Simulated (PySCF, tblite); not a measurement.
**C3H11NSeSi3: geometry, infrared bands and NMR shifts**

What infrared bands and NMR shifts should C3H11NSeSi3 (`C[C@@H]([Se]C#N)[SiH]([SiH3])[SiH3]`) show?

Programs: tblite 0.8.0 and PySCF 2.14.0, with density-fitted response routines of our own. Each step states its level of theory. These are calculated values for one molecule in the gas phase, unless marked as measured. Atoms are numbered from 0 throughout.

## 1. The starting structure

19 atoms, charge 0, multiplicity 1; geometry from: force field or distance geometry start.

Bonds of the start (Å): C0–C1 1.54, C1–Se2 1.92, Se2–C3 1.89, C3–N4 1.13, C1–Si5 1.83, Si5–Si6 2.25, Si5–Si7 2.22, C0–H8 1.11, C0–H9 1.09, C0–H10 1.12, C1–H11 1.11, Si5–H12 1.46, Si6–H13 1.46, Si6–H14 1.48, Si6–H15 1.48, Si7–H16 1.48, Si7–H17 1.48, Si7–H18 1.45.

## 2. Relaxing the molecule with GFN2-xTB

What the job is given:

```
{"job": {"kind": "relax", "xc": "GFN2-xTB", "basis": "xTB"}, "charge": 0, "multiplicity": 1}
C      1.069400    -2.063400     0.140800
C      0.963300    -0.637500     0.706300
Se     2.735300     0.095200     0.568200
C      2.774700     1.877600    -0.071800
N      2.812000     2.950000    -0.420100
Si    -0.339200     0.210600    -0.261900
Si    -2.188600    -1.050000    -0.029700
Si    -0.861600     2.233900     0.477700
H      0.041900    -2.400000    -0.114400
H      1.606000    -2.740100     0.811400
H      1.582600    -1.925100    -0.850200
H      0.660100    -0.745900     1.773000
H      0.004800     0.176400    -1.677200
H     -2.496300    -1.794800    -1.252500
H     -1.945800    -2.060100     1.023500
H     -3.328600    -0.246300     0.469700
H     -1.281900     3.020800    -0.706300
H     -2.061600     2.157300     1.344700
H      0.243700     2.950800     1.091700
```

Run with:

```console
OMP_NUM_THREADS=1 python probes_run.py task.json out
```

One launch serves the whole session: the jobs run in the order shown.

**Question.** This job is followed by: GFN2-xTB harmonic vibrations, gas phase; GIAO PBE0/pcSseg-1 NMR shielding, non-relativistic, gas phase. What will the session give for the following? strongest single infrared mode (GFN2-xTB); zero-point energy (GFN2-xTB); ¹³C shifts against TMS (PBE0/pcSseg-1); ¹H shifts against TMS (PBE0/pcSseg-1, means over atoms taken as alike); ⁷⁷Se shifts against Me2Se (PBE0/pcSseg-1); ¹⁵N shifts against NH3 (PBE0/pcSseg-1); ²⁹Si shifts against TMS (PBE0/pcSseg-1).

As calculated:

| quantity | value |
| --- | --- |
| strongest single infrared mode (GFN2-xTB) | 763 cm⁻¹, 796 km/mol |
| zero-point energy (GFN2-xTB) | 74.6 kcal/mol |
| ¹³C shifts against TMS (PBE0/pcSseg-1) | 115.8, 38.3, 25.8 ppm |
| ¹H shifts against TMS (PBE0/pcSseg-1, means over atoms taken as alike) | 4.68, 3.59, 3.52, 2.04, 1.89 ppm |
| ⁷⁷Se shifts against Me2Se (PBE0/pcSseg-1) | 261 ppm |
| ¹⁵N shifts against NH3 (PBE0/pcSseg-1) | 362.2 ppm |
| ²⁹Si shifts against TMS (PBE0/pcSseg-1) | -64.8, -112.0, -115.1 ppm |

In words: The optimisation took 187 steps and gained 1.005 eV; among the close pairs (by a distance rule), Si5–Si7 changed most, from 2.217 to 2.333 Å. All 51 modes are real, so the xTB geometry is a minimum. The strongest single mode, at 763 cm⁻¹, has its largest shares on H17, H18, H14 and H16 (the list is cut at 4 atoms). Unscaled tight-binding wavenumbers are off by several per cent, some by more. Its intensities can rank the bands wrongly. The most deshielded carbon is C3 (nitrile carbon), at 115.8 ppm: C≡N carbons fall here, among the sp2 signals but without a proton. At PBE0/pcSseg-1: The largest span, 794 ppm, is at Se2, where the paramagnetic term is -1501 ppm. Spin-orbit coupling is left out, which matters for shieldings and couplings at and beside the heavy atoms.
